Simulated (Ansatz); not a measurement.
# GeH6O2Si: up Jacob's ladder to CCSD(T)

How much do the methods differ for GeH6O2Si? The plan is to run it at one geometry with functionals of several rungs and with coupled cluster. The yardstick is the atomisation energy at the CCSD(T) limit.

The runs use Ansatz 0.2.0, Gaussian basis; functionals in def2-TZVPP, the program's frozen cores in correlated methods.

Plan: LDA (SPW92), PBE-D4, revPBE-D4, BLYP-D4, r2SCAN-D4, B97M-V, PBE0-D4, B3LYP-D4, r2SCANh-D4, r2SCAN0-D4, HSE06-D4, BHLYP-D4, CAM-B3LYP-D4, LC-ωPBE, ωB97X-V, ωB97M-V, B2PLYP, PBE-QIDH; CCSD(T)/def2-SVP; CCSD(T)/def2-TZVPP; MP2/def2-QZVPP; extrapolation to the limit; RPA on PBE.

## Step 1: The geometry

The geometry comes from an earlier relaxation with PBE0-D4 in a triple-zeta def2 set; it is a stationary point, not always the lowest conformer.

SMILES `[OH][GeH]([OH])[SiH3]`, 10 atoms, charge 0, spin multiplicity 1.

Atoms are counted from 1 here; the program's logs count them from 0.

Bond lengths: O1–Ge2 1.783 Å, O1–H5 0.959 Å, Ge2–O3 1.783 Å, Ge2–Si4 2.396 Å, Ge2–H6 1.531 Å, O3–H7 0.959 Å, Si4–H8 1.485 Å, Si4–H9 1.485 Å, Si4–H10 1.490 Å. Angles: Ge2–O1–H5 113.6°, O1–Ge2–O3 110.3°, O1–Ge2–Si4 109.9°, O1–Ge2–H6 104.2°, O3–Ge2–Si4 109.8°, O3–Ge2–H6 104.3°, Si4–Ge2–H6 118.0°, Ge2–O3–H7 113.6°, Ge2–Si4–H8 110.5°, Ge2–Si4–H9 110.5°, Ge2–Si4–H10 108.2°, H8–Si4–H9 109.7°, H8–Si4–H10 108.9°, H9–Si4–H10 108.9°.

## Step 2: LDA

This LDA is Slater exchange with PW92 correlation.

Contents of in.yaml:

```yaml
crystal:
  periodic: [false, false, false]
  atoms:
    - {symbol: O, position_ang: [-0.788363, 1.373575, -1.428194]}
    - {symbol: Ge, position_ang: [0.062275, 0.947683, 0.079643]}
    - {symbol: O, position_ang: [1.824368, 1.112430, -0.136902]}
    - {symbol: Si, position_ang: [-0.470164, -1.302124, 0.706916]}
    - {symbol: H, position_ang: [-0.735972, 0.694231, -2.103599]}
    - {symbol: H, position_ang: [-0.306750, 2.071756, 1.050707]}
    - {symbol: H, position_ang: [2.219188, 0.390937, -0.630863]}
    - {symbol: H, position_ang: [-1.937127, -1.461236, 0.877713]}
    - {symbol: H, position_ang: [0.224534, -1.668485, 1.967811]}
    - {symbol: H, position_ang: [-0.008789, -2.209966, -0.380134]}
basis:
  gaussian: {orbitals: def2-TZVPP}
hamiltonian: {xc: lda}
output: {orbitals: {seedname: orbitals}}
```

Command:

```sh
$ ansatz run in.yaml --threads 4 --pin off --events-out ev --progress --plain --max-ram 10444MiB
```

The runs that follow: PBE-D4 (GGA); revPBE-D4 (GGA); BLYP-D4 (GGA); r2SCAN-D4 (meta-GGA); B97M-V (meta-GGA); B3LYP-D4 (hybrid); r2SCANh-D4 (hybrid); r2SCAN0-D4 (hybrid); HSE06-D4 (hybrid); BHLYP-D4 (hybrid); CAM-B3LYP-D4 (range-separated); LC-ωPBE (range-separated); ωB97X-V (range-separated); ωB97M-V (range-separated); B2PLYP (double hybrid); PBE-QIDH (double hybrid); CCSD(T) in def2-SVP; CCSD(T) in def2-TZVPP; MP2 in def2-QZVPP; RPA on PBE orbitals.

Before running them: what should the planned runs give, taken together? Wanted: atomisation energy, CCSD(T)/CBS; farthest beyond LDA; mean size of error, GGA; mean size of error, meta-GGA; mean size of error, hybrid; mean size of error, range-separated; mean size of error, double hybrid; gap, smallest and largest; T1 diagnostic.

**Answer**, as computed:

```
                               quantity                                             value
        atomisation energy, CCSD(T)/CBS                                         33.143 eV
    functionals within 0.331 eV (1.0 %)  PBE-D4, r2SCAN-D4, B97M-V, CAM-B3LYP-D4, ωB97X-V
                    farthest beyond LDA                              BHLYP-D4 (-1.442 eV)
                mean size of error, GGA                                          0.565 eV
           mean size of error, meta-GGA                                          0.186 eV
             mean size of error, hybrid                                          0.822 eV
    mean size of error, range-separated                                          0.325 eV
      mean size of error, double hybrid                                          0.757 eV
              gap, smallest and largest         5.36 eV (LDA (SPW92)), 12.29 eV (LC-ωPBE)
                          T1 diagnostic                                            0.0128
triples share of the correlation energy                                             3.4 %
```

In words: The LDA atomisation energy is off by 4.388 eV (13 %): it overbinds. PBE-D4 is off by -0.187 eV. Double hybrids carry the basis error of their MP2 part in triple zeta, and no dispersion term here, so their miss is partly the set-up's. The rungs meta-GGA, range-separated miss on average by less than the doubt on the reference (0.331 eV), so they tie. The reference freezes the cores and leaves out relativity and excitations past (T), and its outer-core shells are covered unevenly, so misses under about 0.331 eV can't be ranked. Hartree-Fock recovers 70 % of the binding; the rest is correlation. CCSD(T) in def2-SVP is off by -2.765 eV, more than most functionals: a good method in a small basis is no reference. Orbital gaps span 5.4 to 12.3 eV; exact exchange widens them. Correlated methods include outer-core shells of Ge, which these sets cover unevenly.
